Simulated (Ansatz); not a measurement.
# C₂H₇GaO₂: small, medium and large basis sets

One table from this session's results is given with a row withheld; the runs are named, their logs left out.

The runs use Ansatz 0.2.0, Gaussian basis; one geometry, several basis sets.

The runs, in order: PBE0-D4/def2-SVP; ωB97M-V/def2-SVP; PBE0-D4/def2-QZVPP; ωB97M-V/def2-QZVPP; the functionals' def2-TZVPP values are taken from earlier runs.

**Structure used throughout**

All runs share one geometry, relaxed beforehand with PBE0-D4 in a triple-zeta def2 set.

12 atoms, charge 0, spin multiplicity 1.

Atoms are counted from 1 here; the program's logs count them from 0.

Bond lengths: C1–Ga2 1.959 Å, C1–H6 1.093 Å, C1–H7 1.092 Å, C1–H8 1.091 Å, Ga2–O3 1.880 Å, Ga2–H9 1.569 Å, O3–C4 1.350 Å, C4–O5 1.479 Å, C4–H10 1.099 Å, C4–H11 1.099 Å, O5–H12 0.963 Å. Angles: Ga2–C1–H6 110.2°, Ga2–C1–H7 111.1°, Ga2–C1–H8 110.8°, H6–C1–H7 107.7°, H6–C1–H8 108.1°, H7–C1–H8 108.8°, C1–Ga2–O3 115.8°, C1–Ga2–H9 128.2°, O3–Ga2–H9 113.5°, Ga2–O3–C4 100.2°, O3–C4–O5 107.2°, O3–C4–H10 113.4°, O3–C4–H11 114.2°, O5–C4–H10 108.1°, O5–C4–H11 103.7°, H10–C4–H11 109.6°, C4–O5–H12 108.8°.

The first run:

The input, in.yaml:

```yaml
crystal:
  periodic: [false, false, false]
  atoms:
    - {symbol: C, position_ang: [-1.995740, 0.279255, 0.148226]}
    - {symbol: Ga, position_ang: [-0.208068, 0.245500, 0.948689]}
    - {symbol: O, position_ang: [0.851730, -1.248774, 0.524774]}
    - {symbol: C, position_ang: [1.442158, -0.808670, -0.606244]}
    - {symbol: O, position_ang: [1.220871, 0.652485, -0.676713]}
    - {symbol: H, position_ang: [-2.712714, -0.221984, 0.803336]}
    - {symbol: H, position_ang: [-2.340849, 1.304957, 0.001956]}
    - {symbol: H, position_ang: [-1.999558, -0.234030, -0.814625]}
    - {symbol: H, position_ang: [0.316494, 1.052917, 2.187292]}
    - {symbol: H, position_ang: [2.525995, -0.991083, -0.632856]}
    - {symbol: H, position_ang: [0.982541, -1.186189, -1.530531]}
    - {symbol: H, position_ang: [1.994340, 1.100412, -0.319404]}
basis:
  gaussian: {orbitals: def2-SVP}
hamiltonian: {xc: pbe0, dispersion: d4}
output: {orbitals: {seedname: orbitals}}
```

Command:

```
> ansatz run in.yaml --threads 4 --pin off --events-out ev --progress --plain --max-ram 10444MiB
```

Steps of the session up to this table: PBE0-D4 in def2-SVP; ωB97M-V in def2-SVP; PBE0-D4 in def2-QZVPP; ωB97M-V in def2-QZVPP.

One table of the session follows, with a row left open; its other results are not shown here.

It belongs to the step «Functionals by basis». 

```
functional       basis  HOMO (eV)  LUMO (eV)
   PBE0-D4    def2-SVP      -6.96       0.08
   PBE0-D4  def2-TZVPP      -7.07      -0.18
   PBE0-D4  def2-QZVPP      -7.11      -0.38
   ωB97M-V    def2-SVP      -9.28       1.77
   ωB97M-V  def2-TZVPP          ?          ?
   ωB97M-V  def2-QZVPP      -9.43       0.92
```

**Question.** Estimate the row for ωB97M-V, def2-TZVPP.

The run gave: HOMO (eV): -9.40; LUMO (eV): 1.40. In the column «HOMO (eV)» it lies between ωB97M-V, def2-QZVPP (-9.43) and ωB97M-V, def2-SVP (-9.28).
